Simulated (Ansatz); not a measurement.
# CH₅BSSi: how energies converge with the basis set

An exercise on one series of results from a longer session: the logs are not shown, and one member is left open.

The runs use Ansatz 0.2.0, Gaussian basis; one geometry, several basis sets.

Plan: PBE0-D4/def2-SVP; ωB97M-V/def2-SVP; PBE0-D4/def2-QZVPP; ωB97M-V/def2-QZVPP; the functionals' def2-TZVPP values are taken from earlier runs.

## The geometry

The geometry comes from an earlier relaxation with PBE0-D4 in a triple-zeta def2 set; it is a stationary point, not always the lowest conformer.

SMILES `BC([SiH3])=S`, 9 atoms, charge 0, spin multiplicity 1.

Atoms are counted from 1 here; the program's logs count them from 0.

Bond lengths: B1–C2 1.540 Å, B1–H5 1.197 Å, B1–H6 1.197 Å, C2–Si3 1.865 Å, C2–S4 1.632 Å, Si3–H7 1.482 Å, Si3–H8 1.484 Å, Si3–H9 1.484 Å. Angles: C2–B1–H5 118.6°, C2–B1–H6 118.6°, H5–B1–H6 121.3°, B1–C2–Si3 146.7°, B1–C2–S4 82.7°, Si3–C2–S4 130.6°, C2–Si3–H7 110.5°, C2–Si3–H8 107.1°, C2–Si3–H9 107.2°, H7–Si3–H8 111.0°, H7–Si3–H9 111.0°, H8–Si3–H9 109.8°.

As a file:

```
B    -0.81444    1.18508   -0.96542
C     0.07333    0.05261   -0.41750
Si    0.57893   -0.94921    1.07219
S     0.57168   -0.02495   -1.96923
H    -0.43859    2.31553   -0.84888
H    -1.94600    0.93340   -1.26368
H     1.61233   -1.94581    0.70259
H    -0.64403   -1.61556    1.58568
H     1.09540    0.00261    2.08725
```

The first run:

Input file in.yaml:

```yaml
crystal:
  periodic: [false, false, false]
  atoms:
    - {symbol: B, position_ang: [-0.814441, 1.185079, -0.965420]}
    - {symbol: C, position_ang: [0.073328, 0.052610, -0.417495]}
    - {symbol: Si, position_ang: [0.578927, -0.949210, 1.072189]}
    - {symbol: S, position_ang: [0.571675, -0.024947, -1.969228]}
    - {symbol: H, position_ang: [-0.438588, 2.315533, -0.848883]}
    - {symbol: H, position_ang: [-1.946000, 0.933397, -1.263685]}
    - {symbol: H, position_ang: [1.612329, -1.945814, 0.702589]}
    - {symbol: H, position_ang: [-0.644030, -1.615556, 1.585684]}
    - {symbol: H, position_ang: [1.095399, 0.002610, 2.087251]}
basis:
  gaussian: {orbitals: def2-SVP}
hamiltonian: {xc: pbe0, dispersion: d4}
output: {orbitals: {seedname: orbitals}}
```

Command:

```bash
ansatz run in.yaml --threads 2 --pin off --events-out ev --progress --plain --max-ram 4352MiB
```

Among the steps run: PBE0-D4 in def2-SVP; ωB97M-V in def2-SVP; PBE0-D4 in def2-QZVPP; ωB97M-V in def2-QZVPP.

One of the session's tables, all rows but one given; the rest of the session is left out.

| functional | basis | HOMO (eV) | LUMO (eV) |
| --- | --- | --- | --- |
| PBE0-D4 | def2-SVP | -7.43 | -3.09 |
| PBE0-D4 | def2-TZVPP | -7.43 | -3.16 |
| PBE0-D4 | def2-QZVPP | -7.44 | -3.18 |
| ωB97M-V | def2-SVP | -9.51 | -0.86 |
| ωB97M-V | def2-TZVPP | ? | ? |
| ωB97M-V | def2-QZVPP | -9.56 | -1.04 |

Q: Estimate the row for ωB97M-V, def2-TZVPP from the others.

The run gave: HOMO (eV): -9.55; LUMO (eV): -1.00. In the column «HOMO (eV)» it lies between ωB97M-V, def2-QZVPP (-9.56) and ωB97M-V, def2-SVP (-9.51).
